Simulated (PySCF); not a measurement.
**From one method to the next for H2OW (triplet)**

What do other methods print for H2OW (triplet)?

Method: each script names its method and basis; program: PySCF 2.14.0.

1 further run of the same task is left out (it didn't finish).

## Step 1: Starting geometry

H2OW (triplet): 4 atoms, charge 0, spin multiplicity 3.

Bond lengths: W1–O2 1.676 Å, W1–H3 1.749 Å, W1–H4 1.749 Å. Angles: O2–W1–H3 116.5°, O2–W1–H4 116.5°, H3–W1–H4 127.0°.

## Step 2: Base script

The input, input.py:

```python
from pyscf import gto, dft

mol = gto.M(
    atom='W 0.1065 0 0.0654; O -1.3211 0 -0.8119; H -0.0482 0 1.8079; H 1.5912 0 -0.8595',
    basis='sbkjc',
    ecp={'W': 'sbkjc', 'O': 'sbkjc'},
    charge=0,
    spin=2,
    verbose=4,
)
mf = dft.UKS(mol, xc='tpss')
mf.kernel()
mf.mulliken_pop()
mf.dip_moment()
print('orbital energies (hartree):', [e[max(0, n-3):n+3].round(4) for e, n in zip(mf.mo_energy, mol.nelec)])
```

Started as:

```console
$ OMP_NUM_THREADS=1 python input.py
```

## Step 3: Gradient

Edit 1 changes step after the SCF: analyze → gradient.

input.py: that of step 2 with these lines changed.

```diff
@@ -12,3 +12,5 @@
 mf.kernel()
-mf.mulliken_pop()
+g = mf.nuc_grad_method()
+g.grid_response = True
+g.kernel()
 mf.dip_moment()
```

## Step 4: SCF alone

Edit 2 changes step after the SCF: analyze → none.

input.py: that of step 2 with these lines changed.

```diff
@@ -12,3 +12,2 @@
 mf.kernel()
-mf.mulliken_pop()
 mf.dip_moment()
```

Q: Predict the outcome of this session. Wanted: for each run, E(SCF); from base; gap, α spin; SCF dipole.

The runs gave:

| run | E(SCF) (hartree) | from base (eV) | cycles | gap, α spin (eV) | SCF dipole (D) |
| --- | --- | --- | --- | --- | --- |
| base | -84.848860 | 0 | 13 | 2.20 | 1.75 |
| gradient | -84.848860 | 0.0000 | 13 | 2.20 | 1.75 |
| SCF alone | -84.848860 | 0.0000 | 13 | 2.20 | 1.75 |

What this shows: Total energies from different bases, Hamiltonians or methods carry different errors, so properties are taken as differences within one set-up.
